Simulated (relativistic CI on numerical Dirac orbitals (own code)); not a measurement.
# Pb²⁺: one ion under different settings

How much do the settings matter for Pb²⁺? One ion, several inputs.

The numbers are computed with relativistic CI on numerical Dirac orbitals (own code) version 3 (Dirac-Coulomb-Breit CI, KLI orbitals optimised for each configuration, model QED (radiative potential, 1s self-energy scaled to tabulated hydrogen-like ionisation energies), numerical settings as typed), except any that are marked as measured or tabulated.

**1. What is computed**

- ion: Pb²⁺ (Pb III)
- nuclear charge: 82
- electrons: 80
- isotope: A = 208

**2. The usual input**

Input settings:

```ini
atom Pb  Z=82  charge=2  electrons=80
nucleus A=208  rms_radius_fm=5.5012
hamiltonian dirac-coulomb  breit=on  qed=on  c_scale=1
orbitals kli  potential=per-configuration
slater_scale 1
correlation none
mixing on
grid step=0.0125 r_max=86.5
scf mixing=0.4 start=green max_iterations=150 tolerance=2e-08 node_fill=0.05
configurations
  [Xe] 4f14 5d10 6s2
end
```

The run is started by

```
$ python run_levels.py task.json out
```

One command runs all members of the session, one after another, from task.json.

Main fields of the result record, rounded:

```text
{
  "status": "converged",
  "levels [i, E_cm, J2, conf, term, w_term, w_jj]": [
    [0, 0, 0, "6s2", "1S", 1, 1]
  ],
  "total_energy [Ha]": -20871.161592,
  "n_levels_all": 1,
  "overlap": 1.44172e-11,
  "scf_iterations": [12],
  "orbital_energies [Ha]": {"1s": -3228.45, "2s": -577.37, "2p1/2": -554.548, "2p3/2": -474.301, "3s": -139.113, "3p1/2": -128.794, "3p3/2": -110.889, "3d3/2": -93.9011, "3d5/2": -90.0928, "4s": -32.1548, "4p1/2": -27.6769, "4p3/2": -23.3019, "4d3/2": -16.0, "4d5/2": -15.1828, "4f5/2": -5.73103, "4f7/2": -5.54695, "5s": -5.97719, "5p1/2": -4.45601, "5p3/2": -3.64802, "5d3/2": -1.55151, "5d5/2": -1.4573, "6s": -1.1099},
  "configurations [conf, odd, states, E_av_Ha, breit_Ha, qed_Ha]": [
    ["6s2", 0, 1, -20912.9406, 24.74, 17.04]
  ],
  "scf_steps of the first configuration [iteration, E_Ha, residual, outer_eigenvalue_Ha]": [
    [1, -20867.26062, 3.48, -2.207],
    [2, -20909.80215, 0.883, -1.374],
    [3, -20912.62674, 0.275, -1.14],
    [4, -20912.90529, 0.148, -1.15],
    [5, -20912.94089, 0.0155, -1.115],
    [6, -20912.93954, 0.00623, -1.109],
    [7, -20912.94031, 0.0017, -1.11],
    [8, -20912.94063, 0.000232, -1.11],
    [9, -20912.9406, 9.01e-06, -1.11],
    [10, -20912.9406, 4.17e-06, -1.11],
    [11, -20912.9406, 1.44e-07, -1.11],
    [12, -20912.9406, 1.99e-08, -1.11]
  ]
}
```

Wall time 0.2 s (1 thread, shared host).

**3. Iteration limit 20**

The settings differ from step 2 so:

```diff
@@ -8,3 +8,3 @@
 grid step=0.0125 r_max=86.5
-scf mixing=0.4 start=green max_iterations=150 tolerance=2e-08 node_fill=0.05
+scf mixing=0.4 start=green max_iterations=20 tolerance=2e-08 node_fill=0.05
 configurations
```

Result record:

```text
{
  "status": "converged",
  "levels [i, E_cm, J2, conf, term, w_term]": [
    [0, 0, 0, "6s2", "1S", 1]
  ],
  "total_energy [Ha]": -20871.161592,
  "n_levels_all": 1,
  "overlap": 1.44172e-11,
  "scf_iterations": [12],
  "orbital_energies [Ha]": {"1s": -3228.45, "2s": -577.37, "2p1/2": -554.548, "2p3/2": -474.301, "3s": -139.113, "3p1/2": -128.794, "3p3/2": -110.889, "3d3/2": -93.9011, "3d5/2": -90.0928, "4s": -32.1548, "4p1/2": -27.6769, "4p3/2": -23.3019, "4d3/2": -16.0, "4d5/2": -15.1828, "4f5/2": -5.73103, "4f7/2": -5.54695, "5s": -5.97719, "5p1/2": -4.45601, "5p3/2": -3.64802, "5d3/2": -1.55151, "5d5/2": -1.4573, "6s": -1.1099},
  "configurations [conf, odd, states, E_av_Ha, breit_Ha, qed_Ha]": [
    ["6s2", 0, 1, -20912.9406, 24.74, 17.04]
  ],
  "scf_steps of the first configuration [iteration, E_Ha, residual, outer_eigenvalue_Ha]": [
    [1, -20867.26062, 3.48, -2.207],
    [2, -20909.80215, 0.883, -1.374],
    [3, -20912.62674, 0.275, -1.14],
    [4, -20912.90529, 0.148, -1.15],
    [5, -20912.94089, 0.0155, -1.115],
    [6, -20912.93954, 0.00623, -1.109],
    [7, -20912.94031, 0.0017, -1.11],
    [8, -20912.94063, 0.000232, -1.11],
    [9, -20912.9406, 9.01e-06, -1.11],
    [10, -20912.9406, 4.17e-06, -1.11],
    [11, -20912.9406, 1.44e-07, -1.11],
    [12, -20912.9406, 1.99e-08, -1.11]
  ]
}
```

Wall time 0.2 s (1 thread, shared host).

**4. Nuclear radius 4.9511, speed-of-light factor 1.25, grid step 0.006**

Input settings:

```ini
atom Pb  Z=82  charge=2  electrons=80
nucleus A=208  rms_radius_fm=4.9511
hamiltonian dirac-coulomb  breit=on  qed=on  c_scale=1.25
orbitals kli  potential=per-configuration
slater_scale 1
correlation none
mixing on
grid step=0.006 r_max=86.5
scf mixing=0.4 start=green max_iterations=150 tolerance=2e-08 node_fill=0.05
configurations
  [Xe] 4f14 5d10 6s2
end
```

Result record:

```text
{
  "status": "converged",
  "levels [i, E_cm, J2, conf, term, w_term]": [
    [0, 0, 0, "6s2", "1S", 1]
  ],
  "total_energy [Ha]": -20319.951038,
  "n_levels_all": 1,
  "overlap": 8.73119e-13,
  "scf_iterations": [12],
  "orbital_energies [Ha]": {"1s": -3094.75, "2s": -540.807, "2p1/2": -519.913, "2p3/2": -473.34, "3s": -130.023, "3p1/2": -120.398, "3p3/2": -110.07, "3d3/2": -93.4126, "3d5/2": -90.9925, "4s": -29.8316, "4p1/2": -25.6343, "4p3/2": -23.1245, "4d3/2": -15.9342, "4d5/2": -15.4162, "4f5/2": -5.95119, "4f7/2": -5.83027, "5s": -5.51274, "5p1/2": -4.09817, "5p3/2": -3.6374, "5d3/2": -1.56107, "5d5/2": -1.50032, "6s": -1.04664},
  "configurations [conf, odd, states, E_av_Ha, breit_Ha, qed_Ha]": [
    ["6s2", 0, 1, -20347.91227, 15.17, 12.8]
  ],
  "scf_steps of the first configuration [iteration, E_Ha, residual, outer_eigenvalue_Ha]": [
    [1, -20311.02315, 3.25, -2.016],
    [2, -20345.54801, 0.783, -1.29],
    [3, -20347.70918, 0.218, -1.078],
    [4, -20347.89338, 0.115, -1.081],
    [5, -20347.91207, 0.00841, -1.05],
    [6, -20347.91179, 0.00286, -1.047],
    [7, -20347.9123, 0.00044, -1.047],
    [8, -20347.91222, 0.000396, -1.047],
    [9, -20347.91227, 6.7e-06, -1.047],
    [10, -20347.91227, 3.48e-06, -1.047],
    [11, -20347.91227, 5.96e-08, -1.047],
    [12, -20347.91227, 8.49e-09, -1.047]
  ]
}
```

Run time: 0.42 s. Hardware: 1 thread, shared host.

A changed speed of light describes a fictitious ion. The QED potentials keep the true α.

**5. Breit term off, start potential thomas-fermi**

Input settings:

```ini
atom Pb  Z=82  charge=2  electrons=80
nucleus A=208  rms_radius_fm=5.5012
hamiltonian dirac-coulomb  breit=off  qed=on  c_scale=1
orbitals kli  potential=per-configuration
slater_scale 1
correlation none
mixing on
grid step=0.0125 r_max=86.5
scf mixing=0.4 start=thomas-fermi max_iterations=150 tolerance=2e-08 node_fill=0.05
configurations
  [Xe] 4f14 5d10 6s2
end
```

Result record:

```text
{
  "status": "converged",
  "levels [i, E_cm, J2, conf, term, w_term]": [
    [0, 0, 0, "6s2", "1S", 1]
  ],
  "total_energy [Ha]": -20895.89982,
  "n_levels_all": 1,
  "overlap": 1.44137e-11,
  "scf_iterations": [12],
  "orbital_energies [Ha]": {"1s": -3228.45, "2s": -577.37, "2p1/2": -554.548, "2p3/2": -474.301, "3s": -139.113, "3p1/2": -128.794, "3p3/2": -110.889, "3d3/2": -93.9011, "3d5/2": -90.0928, "4s": -32.1548, "4p1/2": -27.6769, "4p3/2": -23.3019, "4d3/2": -16.0, "4d5/2": -15.1828, "4f5/2": -5.73103, "4f7/2": -5.54695, "5s": -5.97719, "5p1/2": -4.45601, "5p3/2": -3.64802, "5d3/2": -1.55151, "5d5/2": -1.4573, "6s": -1.1099},
  "configurations [conf, odd, states, E_av_Ha, breit_Ha, qed_Ha]": [
    ["6s2", 0, 1, -20912.9406, 0, 17.04]
  ],
  "scf_steps of the first configuration [iteration, E_Ha, residual, outer_eigenvalue_Ha]": [
    [1, -20911.92534, 0.382, -0.9335],
    [2, -20912.7455, 0.163, -1.008],
    [3, -20912.91735, 0.0566, -1.087],
    [4, -20912.93863, 0.0146, -1.113],
    [5, -20912.94063, 0.00182, -1.112],
    [6, -20912.94047, 0.00109, -1.109],
    [7, -20912.9406, 9.91e-05, -1.11],
    [8, -20912.94059, 1.38e-05, -1.11],
    [9, -20912.9406, 4.99e-06, -1.11],
    [10, -20912.9406, 8.31e-08, -1.11],
    [11, -20912.9406, 1.44e-07, -1.11],
    [12, -20912.9406, 1.04e-09, -1.11]
  ]
}
```

Wall time 0.17 s (1 thread, shared host).

**6. Start potential bare**

Input settings:

```ini
atom Pb  Z=82  charge=2  electrons=80
nucleus A=208  rms_radius_fm=5.5012
hamiltonian dirac-coulomb  breit=on  qed=on  c_scale=1
orbitals kli  potential=per-configuration
slater_scale 1
correlation none
mixing on
grid step=0.0125 r_max=86.5
scf mixing=0.4 start=bare max_iterations=150 tolerance=2e-08 node_fill=0.05
configurations
  [Xe] 4f14 5d10 6s2
end
```

Result record:

```text
{
  "status": "converged",
  "levels [i, E_cm, J2, conf, term, w_term]": [
    [0, 0, 0, "6s2", "1S", 1]
  ],
  "total_energy [Ha]": -20871.161592,
  "n_levels_all": 1,
  "overlap": 1.44142e-11,
  "scf_iterations": [21],
  "orbital_energies [Ha]": {"1s": -3228.45, "2s": -577.37, "2p1/2": -554.548, "2p3/2": -474.301, "3s": -139.113, "3p1/2": -128.794, "3p3/2": -110.889, "3d3/2": -93.9011, "3d5/2": -90.0928, "4s": -32.1548, "4p1/2": -27.6769, "4p3/2": -23.3019, "4d3/2": -16.0, "4d5/2": -15.1828, "4f5/2": -5.73103, "4f7/2": -5.54695, "5s": -5.97719, "5p1/2": -4.45601, "5p3/2": -3.64802, "5d3/2": -1.55151, "5d5/2": -1.4573, "6s": -1.1099},
  "configurations [conf, odd, states, E_av_Ha, breit_Ha, qed_Ha]": [
    ["6s2", 0, 1, -20912.9406, 24.74, 17.04]
  ],
  "scf_steps of the first configuration [iteration, E_Ha, residual, outer_eigenvalue_Ha]": [
    [1, -18361.25063, 20.1, -99.09],
    [2, -20143.13724, 12.7, -45.97],
    [3, -20165.89375, 13, -1.738],
    [4, -20281.39928, 11.6, -1.967],
    [5, -20473.40291, 9.79, -1.317],
    [6, -20838.54761, 4.73, -1.703],
    [7, -20895.82006, 2.52, -1.123],
    [8, -20906.65393, 1.61, -1.113],
    [9, -20912.88711, 0.136, -1.114],
    [10, -20912.87274, 0.0941, -1.111],
    [11, -20912.93444, 0.0204, -1.127],
    [12, -20912.943, 0.0294, -1.128],
    [13, -20912.94113, 0.00694, -1.115],
    [14, -20912.94135, 0.00496, -1.111],
    [15, -20912.94101, 0.00292, -1.111],
    [16, -20912.94075, 0.00114, -1.11],
    [17, -20912.9406, 3.41e-05, -1.11],
    [18, -20912.9406, 3.02e-06, -1.11],
    [19, -20912.9406, 5.45e-07, -1.11],
    [20, -20912.9406, 2.9e-07, -1.11],
    [21, -20912.9406, 1.49e-08, -1.11]
  ]
}
```

Wall time 0.28 s (1 thread, shared host).

**7. Nuclear radius 5501.2**

Input settings:

```ini
atom Pb  Z=82  charge=2  electrons=80
nucleus A=208  rms_radius_fm=5501.2000
hamiltonian dirac-coulomb  breit=on  qed=on  c_scale=1
orbitals kli  potential=per-configuration
slater_scale 1
correlation none
mixing on
grid step=0.0125 r_max=86.5
scf mixing=0.4 start=green max_iterations=73 tolerance=2e-08 node_fill=0.05
configurations
  [Xe] 4f14 5d10 6s2
end
```

Result record:

```text
{
  "status": "converged",
  "levels [i, E_cm, J2, conf, term, w_term]": [
    [0, 0, 0, "6s2", "1S", 1]
  ],
  "total_energy [Ha]": -10247.585017,
  "n_levels_all": 1,
  "overlap": 1.44066e-07,
  "scf_iterations": [12],
  "orbital_energies [Ha]": {"1s": -375.6, "2s": -119.17, "2p1/2": -220.952, "2p3/2": -220.013, "3s": -31.7272, "3p1/2": -55.9513, "3p3/2": -55.7298, "3d3/2": -92.1683, "3d5/2": -91.1915, "4s": -7.28967, "4p1/2": -12.5328, "4p3/2": -12.4813, "4d3/2": -17.8558, "4d5/2": -17.6832, "4f5/2": -14.7519, "4f7/2": -14.4542, "5s": -1.60068, "5p1/2": -2.43721, "5p3/2": -2.42721, "5d3/2": -2.74204, "5d5/2": -2.7138, "6s": -0.545935},
  "configurations [conf, odd, states, E_av_Ha, breit_Ha, qed_Ha]": [
    ["6s2", 0, 1, -10251.00532, 3.09, 0.3304]
  ],
  "scf_steps of the first configuration [iteration, E_Ha, residual, outer_eigenvalue_Ha]": [
    [1, -10196.26762, 3.22, -0.5251],
    [2, -10240.98967, 1.37, -0.5554],
    [3, -10250.24068, 0.308, -0.5495],
    [4, -10250.99235, 0.0424, -0.5425],
    [5, -10251.00497, 0.00627, -0.5464],
    [6, -10251.00659, 0.00452, -0.5458],
    [7, -10251.00529, 0.000231, -0.5459],
    [8, -10251.00535, 8.4e-05, -0.5459],
    [9, -10251.00531, 2e-05, -0.5459],
    [10, -10251.00532, 1.61e-06, -0.5459],
    [11, -10251.00532, 2.69e-07, -0.5459],
    [12, -10251.00532, 2.02e-09, -0.5459]
  ]
}
```

Run time: 0.19 s. Hardware: 1 thread, shared host.

This setting is unsound; the numbers are not properties of the ion.

**8. Comparison**

| setting | total energy less usual (Ha) | largest shift of a level among the lowest eight of both runs, same label and place (cm⁻¹) | SCF iterations | time | lowest level | kind of change |
| --- | --- | --- | --- | --- | --- | --- |
| usual | 0 | 0 | 12 | 0.2 s | 6s2 1S0 | - |
| iteration limit 20 | 0 | - | 12 | 0.2 s | 6s2 1S0 | numerical |
| nuclear radius 4.9511, speed-of-light factor 1.25, grid step 0.006 | 551 | - | 12 | 0.42 s | 6s2 1S0 | unphysical constant |
| Breit term off, start potential thomas-fermi | -24.7 | - | 12 | 0.17 s | 6s2 1S0 | model term |
| start potential bare | 0 | - | 21 | 0.28 s | 6s2 1S0 | numerical |
| nuclear radius 5501.2 | 1.06e+04 | - | 12 | 0.19 s | 6s2 1S0 | unsound |

**9. Results**

```
                    quantity           value
lowest level, usual settings         6s2 1S0
                total energy  -20871.1616 Ha
```

What this shows: No visible change in the result comes from «iteration limit 20» or «start potential bare». «Start potential bare» costs 21 SCF iterations against 12. Only the listed configurations are in the model. In a near-neutral ion this small CI can misplace whole configurations by 10,000 cm⁻¹ or more, above all where the count of f electrons changes.
